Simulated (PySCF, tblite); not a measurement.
# C3H12Ge2Si2: geometry, infrared bands and NMR shifts

Wanted: the infrared bands and NMR shifts of C3H12Ge2Si2 (`[GeH3][Ge@@H]1[CH]=CC[SiH2][SiH2]1`), by calculation.

The runs use tblite 0.8.0 and PySCF 2.14.0, with density-fitted response routines of our own; the level of theory stands in each step. All values are computed, except where a source is named. Atoms are numbered from 0 throughout.

### 1 Starting geometry

19 atoms, charge 0, multiplicity 1; geometry from: force field or distance geometry start.

Bonds of the start (Å): Ge0–Ge1 2.39, Ge1–C2 1.92, C2–C3 1.36, C3–C4 1.51, C4–Si5 1.87, Si5–Si6 2.22, Si6–Ge1 2.30, Ge0–H7 1.54, Ge0–H8 1.55, Ge0–H9 1.56, Ge1–H10 1.56, C2–H11 1.08, C3–H12 1.08, C4–H13 1.12, C4–H14 1.12, Si5–H15 1.48, Si5–H16 1.46, Si6–H17 1.48, Si6–H18 1.47.

### 2 Optimising the geometry with GFN2-xTB

Job settings and geometry (Å):

```
{"job": {"kind": "relax", "xc": "GFN2-xTB", "basis": "xTB"}, "charge": 0, "multiplicity": 1}
Ge     2.434600     1.126000    -0.725100
Ge     1.311300    -0.779500     0.180300
C      0.047000    -1.479300    -1.079100
C     -1.141400    -0.877500    -1.361900
C     -1.601900     0.419300    -0.746600
Si    -1.905200     0.281300     1.092500
Si     0.076200    -0.139700     2.011600
H      3.106000     0.744100    -2.060200
H      3.508800     1.614800     0.277400
H      1.401300     2.268000    -0.962600
H      2.356900    -1.868600     0.562100
H      0.266900    -2.425900    -1.556400
H     -1.803600    -1.365800    -2.060400
H     -0.849500     1.215400    -0.955200
H     -2.559800     0.730500    -1.229500
H     -2.443900     1.544600     1.633700
H     -2.825800    -0.824900     1.363500
H     -0.038200    -1.246200     2.986500
H      0.650300     1.072500     2.622200
```

Started as:

```console
$ OMP_NUM_THREADS=1 python probes_run.py task.json out
```

The driver reads the jobs from task.json and runs them one after another.

**Question.** This job is followed by: GFN2-xTB harmonic vibrations, gas phase; GIAO PBE0/pcSseg-1 NMR shielding, non-relativistic, gas phase. Predict these results of the whole session: strongest single infrared mode (GFN2-xTB); zero-point energy (GFN2-xTB); ¹³C shifts against TMS (PBE0/pcSseg-1); ¹H shifts against TMS (PBE0/pcSseg-1, means over atoms taken as alike); ⁷³Ge shifts against GeMe4 (PBE0/pcSseg-1); ²⁹Si shifts against TMS (PBE0/pcSseg-1).

As calculated:

```
                                                              quantity                                                           value
                             strongest single infrared mode (GFN2-xTB)                                            802 cm⁻¹, 721 km/mol
                                          zero-point energy (GFN2-xTB)                                                   75.4 kcal/mol
                                ¹³C shifts against TMS (PBE0/pcSseg-1)                                          156.0, 129.8, 17.0 ppm
¹H shifts against TMS (PBE0/pcSseg-1, means over atoms taken as alike)  7.19, 6.13, 4.38, 4.14, 3.79, 3.48, 3.46, 3.32, 2.22, 1.49 ppm
                             ⁷³Ge shifts against GeMe4 (PBE0/pcSseg-1)                                                  -298, -348 ppm
                               ²⁹Si shifts against TMS (PBE0/pcSseg-1)                                               -81.0, -126.4 ppm
```

**Reading.** Relaxing lowered the energy by 0.446 eV in 75 steps; the close pair that moved most is Si5–Si6, from 2.224 to 2.324 Å. The lowest mode is imaginary (44i cm⁻¹), so the xTB geometry is not a minimum. The strongest single mode, at 802 cm⁻¹, has its largest shares on H7, H8 and H9 (the list is cut at 3 atoms). GFN2-xTB is a fitted tight-binding method: band positions and strengths are rough. Its intensities can rank the bands wrongly. At PBE0/pcSseg-1: Shielding is most anisotropic at C3 (span 250 ppm, paramagnetic term -225 ppm). Spin-orbit coupling is left out, which matters for shieldings and couplings at and beside the heavy atoms.
